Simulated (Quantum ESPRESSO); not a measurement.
Wanted: the native input for a Quantum ESPRESSO 7.5 run.

| Item | Value |
| --- | --- |
| Task | single point |
| Functional | PBE |
| Potentials or basis | GBRV 1.5 PBE |
| Cutoff | 762 eV |
| Density cutoff | 6123 eV |
| k mesh | 32 × 32 × 32 |
| Occupations | methfessel-paxton, width 0.2 eV |
| Spin | no spin polarisation |
| Mixing beta | 0.5 |
| Most SCF iterations | 120 |
| SCF threshold | 2e-10 Ry |
| Tstress | yes |
| Forc conv thr | 0.0001 Ry/bohr |

The system is Au.

```
Au
1.0
    -0.01039    2.07880    2.07880
     2.06841    0.00000    2.06841
     2.07880    2.07880   -0.01039
Au
1
Direct
  0.00000 0.00000 0.00000
```

The cell was built by a generator and needn't be a form met in nature.

These files were run (other wordings do the same):

pw.in

```
&CONTROL
  calculation = 'scf'
  prefix = 'pwscf'
  outdir = './tmp'
  pseudo_dir = './pseudo'
  tprnfor = .true.
  tstress = .true.
  disk_io = 'nowf'
  forc_conv_thr = 0.0001
/
&SYSTEM
  ibrav = 0
  nat = 1
  ntyp = 1
  ecutwfc = 56
  ecutrho = 450
  nbnd = 11
  occupations = 'smearing'
  smearing = 'mp'
  degauss = 0.01469973
/
&ELECTRONS
  conv_thr = 2d-10
  electron_maxstep = 120
  mixing_beta = 0.5
/
ATOMIC_SPECIES
Au   196.9666 au_pbe_v1.uspp.F.UPF
CELL_PARAMETERS angstrom
  -0.0103940050    2.0788010000    2.0788010000
   2.0684069950    0.0000000000    2.0684069950
   2.0788010000    2.0788010000   -0.0103940050
ATOMIC_POSITIONS crystal
Au     0.0000000000    0.0000000000    0.0000000000
K_POINTS automatic
32 32 32 0 0 0
```

Potentials or basis: GBRV 1.5 PBE.

Launch:

```console
$ OMP_NUM_THREADS=1 mpirun -n 4 pw.x -nk 4 -in pw.in > pw.out
```

Results of the run:

| Property | Result |
| --- | --- |
| Pressure | -0.3 GPa |
| Band gap on the k mesh | none (metal or under the smearing width) |

It took 3.1 min on 4 MPI ranks on Arm Neoverse V2 (shared host), peak memory 0.96 GiB a rank.
